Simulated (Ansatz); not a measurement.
# BNH3 (SMILES B[NH]) at U-wB97M-V/def2-TZVPP

What is the electronic atomisation energy of BNH3 at U-wB97M-V/def2-TZVPP? 

The results are computed with Ansatz 0.2.0.

45 further runs of the same task are left out: 45 set aside as unsound or not needed.

### 1 Starting point

The species is BNH3 (5 atoms), meant as a doublet with charge 0. As SMILES, `B[NH]`. The coordinates come from a PBE0-D4/def2-TZVP relaxation.

Bond lengths: B1–N2 1.329 Å, B1–H3 1.210 Å, B1–H4 1.204 Å, N2–H5 0.999 Å. Angles: B1–N2–H5 163.9°, N2–B1–H3 118.8°, N2–B1–H4 121.2°, H3–B1–H4 119.9°.

### 2 The energy at U-wB97M-V/def2-TZVPP

The input, in.yaml:

```yaml
crystal:
  periodic: [false, false, false]
  atoms:
    - {symbol: B, position_ang: [-0.310800, -0.370100, -0.091600]}
    - {symbol: "N", position_ang: [0.531200, 0.655200, -0.019800]}
    - {symbol: H, position_ang: [-0.414800, -1.107400, 0.862500]}
    - {symbol: H, position_ang: [-0.964100, -0.573100, -1.081900]}
    - {symbol: H, position_ang: [1.208400, 1.321700, 0.289300]}
basis:
  gaussian:
    orbitals: def2-TZVPP
magnetization:
  spin_polarized: true
  initial_magnetization: 1
hamiltonian:
  xc: {name: wB97M-V}
accuracy: high
output: {orbitals: {seedname: orbitals}}
```

Run with:

```console
ansatz run in.yaml --threads 1 --pin off --max-ram 3480MiB --events-out events.jsonl --progress --plain --runs-dir runs
```

The log of the run:

```text
Warning: RAYON_NUM_THREADS=1 ignored (pool sized by the plan → 1); use --threads N
Functional definition: wB97M-V
  name "wB97M-V"
  parameter omega = 0.3/bohr
  parameter cx = 0.15
  parameter cx01 = 1.007
  parameter cx10 = 0.259
  parameter css00 = 0.443
  parameter css04 = -1.437
  parameter css10 = -4.535
  parameter css20 = -3.390
  parameter css43 = 4.278
  parameter cos00 = 1.000
  parameter cos10 = 1.358
  parameter cos20 = 2.924
  parameter cos21 = -8.812
  parameter cos60 = -1.390
  parameter cos61 = 9.142
  parameter b = 6.0
  parameter c = 0.01
  gx(w, u) = 1 - cx + cx01*u + cx10*w
  gss(w, u) = css00 + css04*u^4 + css10*w + css20*w^2 + css43*w^4*u^3
  gos(w, u) = cos00 + cos10*w + (cos20 + cos21*u)*w^2 + (cos60 + cos61*u)*w^6
  exchange = spin_sum(e_x_unif_sr(omega)*gx(b97_w, b97_u_x)) + cx*exact_x_sr(omega) + exact_x_lr(omega)
  correlation = spin_sum(e_c_pw_mod_same_spin*gss(b97_w, b97_u_same))
      + integral(e_c_pw_mod_opposite_spin*gos(b97_w_opposite, b97_u_opposite)) + vv10(b, c)
1698 factors; integrals over basis functions are off by at most 3.1e-9 eV
272 factors; integrals over basis functions are off by at most 2.3e-9 eV
mean field evaluation 1: about -2209.2839 eV, gradient 3.1e1 eV
mean field evaluation 2: about -2208.4446 eV, gradient 3.4e1 eV
mean field evaluation 4: about -2213.2742 eV, gradient 1.4e0 eV
mean field evaluation 8: about -2213.3154 eV, gradient 3.0e-2 eV
mean field evaluation 16: about -2213.3154 eV, gradient 2.2e-5 eV
mean field -2213.31541602 eV, -81.3378412995 hartree, gradient 1.5e-8 eV, S^2 0.757721; 0 other end points of the search recorded, 0 dependent functions left out
reference -2213.31542020 eV, -81.3378414533 hartree; 8, 7 occupied and 96, 97 virtual orbitals, 1698 factors
Total energy: -2213.31542020 eV, -81.3378414533 hartree
```

Run time: 33 s. Hardware: 1 thread of Arm Neoverse V1, shared host; peak memory 0.58 GiB.

### 3 The B atom

The input, job.yaml:

```yaml
crystal:
  periodic: [false, false, false]
  atoms:
    - {symbol: B, position_ang: [0.000000, 0.000000, 0.000000]}
basis:
  gaussian: {orbitals: def2-TZVPP}
magnetization: {spin_polarized: true, initial_magnetization: 1}
hamiltonian: {xc: {name: wB97M-V}}
accuracy: high
```

Run with:

```console
ansatz run job.yaml --threads 1 --pin off --max-ram 3480MiB --events-out events.jsonl --progress --plain --runs-dir runs
```

The log of the run, cut to the lines that bear on the results:

```text
Warning: RAYON_NUM_THREADS=1 ignored (pool sized by the plan → 1); use --threads N
[... 2 set-up lines as earlier in the session ...]
[...]
  gx(w, u) = 1 - cx + cx01*u + cx10*w
  gss(w, u) = css00 + css04*u^4 + css10*w + css20*w^2 + css43*w^4*u^3
  gos(w, u) = cos00 + cos10*w + (cos20 + cos21*u)*w^2 + (cos60 + cos61*u)*w^6
[...]
      + integral(e_c_pw_mod_opposite_spin*gos(b97_w_opposite, b97_u_opposite)) + vv10(b, c)
312 factors; integrals over basis functions are off by at most 3.0e-9 eV
139 factors; integrals over basis functions are off by at most 1.3e-9 eV
[...]
mean field -670.75051403 eV, -24.6496267397 hartree, gradient 2.1e-8 eV, S^2 0.750920; 0 other end points of the search recorded, 0 dependent functions left out
reference -670.75051639 eV, -24.6496268262 hartree; 3, 2 occupied and 28, 29 virtual orbitals, 312 factors
Total energy: -670.75051639 eV, -24.6496268262 hartree
```

Wall time 2.9 s (1 thread of Arm Neoverse V1, shared host); peak memory 0.17 GiB.

### 4 The H atom

job.yaml: that of step 3 with these lines changed.

```diff
@@ -3,3 +3,3 @@
   atoms:
-    - {symbol: B, position_ang: [0.000000, 0.000000, 0.000000]}
+    - {symbol: H, position_ang: [0.000000, 0.000000, 0.000000]}
 basis:
```

Run the same way, it converges to -0.49411 Eh (log not shown).

### 5 The N atom

The input, run.yaml:

```yaml
crystal:
  periodic: [false, false, false]
  atoms:
    - {symbol: N, position_ang: [0.000000, 0.000000, 0.000000]}
basis:
  gaussian:
    orbitals: def2-TZVPP
magnetization:
  spin_polarized: true
  initial_magnetization: 3
hamiltonian:
  xc: {name: wB97M-V}
accuracy: high
```

Run the same way, it converges to -54.59261 Eh (log not shown).

### 6 Outcome

Level: U-wB97M-V/def2-TZVPP.

| quantity | value |
| --- | --- |
| molecule: total energy | -81.33784 Eh |
| molecule: HOMO energy (highest over α and β) | -10.01 eV |
| molecule: LUMO energy (lowest over α and β) | -1.05 eV |
| molecule: ⟨S²⟩ | 0.758 |
| B atom: total energy | -24.64963 Eh |
| B atom: ⟨S²⟩ | 0.751 |
| H atom: total energy | -0.49411 Eh |
| H atom: ⟨S²⟩ | 0.750 |
| N atom: total energy | -54.59261 Eh |
| N atom: ⟨S²⟩ | 3.753 |
| electronic atomisation energy | 16.688 eV |

In words: Taking the molecule apart into free atoms costs 16.69 eV (385 kcal/mol), before zero-point energy and without spin-orbit coupling.
